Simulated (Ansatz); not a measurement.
# Cu: the cost of one run

Program: Ansatz 0.2.0, driven from Python. Level of theory: DFT PBEsol, plane waves, PAW. These are calculated values, not measurements.

### 1 Starting point

Symmetry: Cmcm, No. 63, orthorhombic system. The conventional cell has a = 2.437 Å, b = 7.953 Å, c = 2.475 Å, α = 90.00°, β = 90.00°, γ = 90.00°. Around Cu (site symmetry m2m) lie 10 Cu at 2.44 to 2.54 Å.

The script holds or builds the structure itself.

### 2 The script

File phonons.py:

```python
'''Harmonic phonons of Cu.'''

from pathlib import Path
import warnings

import ansatz as az
import matplotlib.pyplot as plt
import numpy as np

config = {
    'xc': 'pbesol',
    'kmesh': (12, 12, 12),
}

warnings.simplefilter('ignore', az.DeckWarning)

cell = (
    az.Lattice.of([1.218464, -3.976378, 0.0], [1.218464, 3.976378, 0.0], [0.0, 0.0, 2.475496])
    .atom('Cu', [0.133867, 0.866133, 0.25])
    .atom('Cu', [0.866133, 0.133867, 0.75])
)
path = [
    ('G', (0.0, 0.0, 0.0)),
    ('S', (0.0, 0.5, 0.0)),
    ('R', (0.0, 0.5, 0.5)),
    ('Z', (0.0, 0.0, 0.5)),
    ('T', (-0.5, 0.5, 0.5)),
]

# the k mesh has to be a multiple of the supercell
model = (
    cell.calculation()
    .functional(config['xc'])
    .occupations(az.OccupationsMethod.FERMI_DIRAC)
    .kpoints(*config['kmesh'])
    .phonons('fd', supercell=2, path=[q for _, q in path], intervals=4, temperatures=(100, 900, 200))
)
res = model.run(threads=1, backend='cpu', runs_dir='runs')
folder = Path(res.output_folder) / 'results'
ph = res.phonons

for mode, w in enumerate(ph.gamma_omega_inv_cm, start=1):
    print(f'Gamma mode {mode:2d}: {w:8.1f} 1/cm  {w / 33.35641:7.3f} THz')
print(f'{ph.n_members} displaced supercells, sum-rule residual {ph.asr_residual_pre_ev_ang2:.1e} eV/A^2')
table = np.loadtxt(folder / 'phbands.tsv', comments='#')
n_modes = len(ph.gamma_omega_inv_cm)
omega = table[:, 1 : 1 + n_modes]
plt.figure(figsize=(5, 3.5))
plt.plot(table[:, 0], omega, 'k', lw=1)
plt.xticks(table[::4, 0], [label for label, _ in path])
plt.ylabel('wavenumber (1/cm)')
plt.tight_layout()
plt.savefig('phonons.png', dpi=100)
# a negative number stands for an imaginary frequency
print(f'lowest {omega.min():.1f}, highest {omega.max():.1f} 1/cm on the path;', 'unstable' if omega.min() < -10 else 'no imaginary branch')
sums = ph.harmonic_sums
print(f'zero-point energy {1000 * sums.zero_point_energy_ev:.2f} meV per cell')
t, f_vib = np.asarray(sums.temperatures_k), np.asarray(sums.vibrational_free_energy_ev)
for temperature, value in zip(t, f_vib):
    print(f'T = {temperature:6.0f} K   F_vib = {1000 * value:9.2f} meV per cell')
```

### 3 What the engine is handed

The engine receives this input:

```yaml
crystal:
  lattice:
    - [1.218464, -3.976378, 0.0]
    - [1.218464, 3.976378, 0.0]
    - [0.0, 0.0, 2.475496]
  atoms:
    - { symbol: Cu, position: [0.133867, 0.866133, 0.25] }
    - { symbol: Cu, position: [0.866133, 0.133867, 0.75] }
kpoints:
  mp_grid:
    grid: [12, 12, 12]
hamiltonian:
  xc: pbesol
scf:
  occupations:
    method: fermi_dirac
phonons:
  method: fd
  supercell: [2, 2, 2]
  qpath:
    path:
      - [0.0, 0.0, 0.0]
      - [0.0, 0.5, 0.0]
      - [0.0, 0.5, 0.5]
      - [0.0, 0.0, 0.5]
      - [-0.5, 0.5, 0.5]
    npoints: 4
  temperatures:
    t_min: 100.0
    t_max: 900.0
    t_step: 200.0
```

### 4 Launch

Started as:

```console
$ python phonons.py
```

**Question.** How long does this script take on 1 thread of Arm Neoverse V1, shared host, and how much memory does it need?

About 18 min, with a peak of 2.6 GiB.
